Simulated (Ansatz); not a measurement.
# Si4Ni11: the cost of one run

Computed with Ansatz 0.2.0 (DFT PBEsol, scalar-relativistic, plane waves, PAW, unless a step's input says otherwise).

2 further runs of the same task are left out: 2 set aside as unsound or not needed. Runs told in other sessions of the task aren't counted.

**1. Starting point**

The structure is cubic, space group Pm-3m (No. 221). Conventional cell: a = 3.461 Å, b = 3.461 Å, c = 3.461 Å, α = 90.00°, β = 90.00°, γ = 90.00°. Si (site symmetry m-3m) is surrounded by 12 Ni at 2.45 Å. Ni (site symmetry 4/mmm) has 4 Si at 2.45 Å and 8 Ni at 2.45 Å in its first shell of neighbours.

As a file:

```xyz
4
Lattice="3.4612 0.0000 0.0000 0.0000 3.4612 0.0000 0.0000 0.0000 3.4612" Properties=species:S:1:pos:R:3 pbc="T T T"
Si    0.0000    0.0000    0.0000
Ni    0.0000    1.7306    1.7306
Ni    1.7306    0.0000    1.7306
Ni    1.7306    1.7306    0.0000
```

This cell was relaxed beforehand with the same method: volume 10.37 Å³/atom, gap on the mesh none (metal).

Reference energy of this cell: -18038.5313 eV (4 atoms, 12×12×12 mesh, zero smearing).

**2. Next cell: 1 of 12 Ni atoms taken out at random**

From a supercell with 12 Ni sites, 1 are emptied at random; the cell stays neutral and all atoms are shaken by 0.02 Å.

The cell holds 4 Si, 11 Ni: a = 5.995 Å, b = 5.995 Å, c = 5.995 Å, α = 109.47°, β = 109.47°, γ = 109.47°.

**3. Relaxing on a coarse mesh**

Cell and atoms move without symmetry, on a coarse mesh with loose thresholds.

Contents of input.yaml:

```yaml
crystal:
  lattice:
    - [-3.4612022787, 3.4612022787, 3.4612022787]
    - [3.4612022787, -3.4612022787, 3.4612022787]
    - [3.4612022787, 3.4612022787, -3.4612022787]
  atoms:
    - { symbol: Si, position: [0.0041775166, 0.505236391, 0.4972235181] }
    - { symbol: Si, position: [0.5007813257, 0.997562261, 0.4947925644] }
    - { symbol: Si, position: [0.5042436761, 0.5058831244, 0.0052752187] }
    - { symbol: Si, position: [0.0040622884, 0.0087291103, 0.0024991858] }
    - { symbol: Ni, position: [0.5008674874, 0.2498780493, 0.2491349748] }
    - { symbol: Ni, position: [0.0022772615, 0.7502441686, 0.2510507086] }
    - { symbol: Ni, position: [0.0035308992, 0.2472022882, 0.7469782672] }
    - { symbol: Ni, position: [0.5015812357, 0.7520733604, 0.7533972256] }
    - { symbol: Ni, position: [0.7473972909, 0.4915309186, 0.7446329796] }
    - { symbol: Ni, position: [0.2495299095, 0.4996072982, 0.2530517017] }
    - { symbol: Ni, position: [0.7472382103, 0.0001141299, 0.2499201361] }
    - { symbol: Ni, position: [0.7477135267, 0.7520824707, 0.5018237064] }
    - { symbol: Ni, position: [0.2513661029, 0.2502042557, 0.5020148086] }
    - { symbol: Ni, position: [0.249154653, 0.7496908584, 0.9992020813] }
    - { symbol: Ni, position: [0.7529397575, 0.2540366725, 0.005609627] }
  symmetry: { detect: false }
basis:
  ecutwfc: 420
kpoints:
  mp_grid: { grid: [3, 3, 3], shift: [0.0, 0.0, 0.0] }
hamiltonian:
  xc: pbesol
scf:
  occupations: { method: gaussian, width: 0.1 }
  lower_state_search: "off"
output:
  forces: true
  stress: true
  eigenvalues: true
relax:
  adjacent_minimum: "off"
  f_tol: 0.04
  max_steps: 50
  cell: { stress_tol: 0.3 }
```

Launch:

```console
$ ansatz run input.yaml --threads 4 --pin off --max-ram 9216MiB --backend cpu --events-out ev --progress --plain --runs-dir out
```

**Question.** How long does this run take on 4 threads of Intel Xeon Platinum 8375C at 2.90GHz (Ice Lake), shared host, and how much memory does it need?

About 38 s, with a peak of 0.93 GiB.
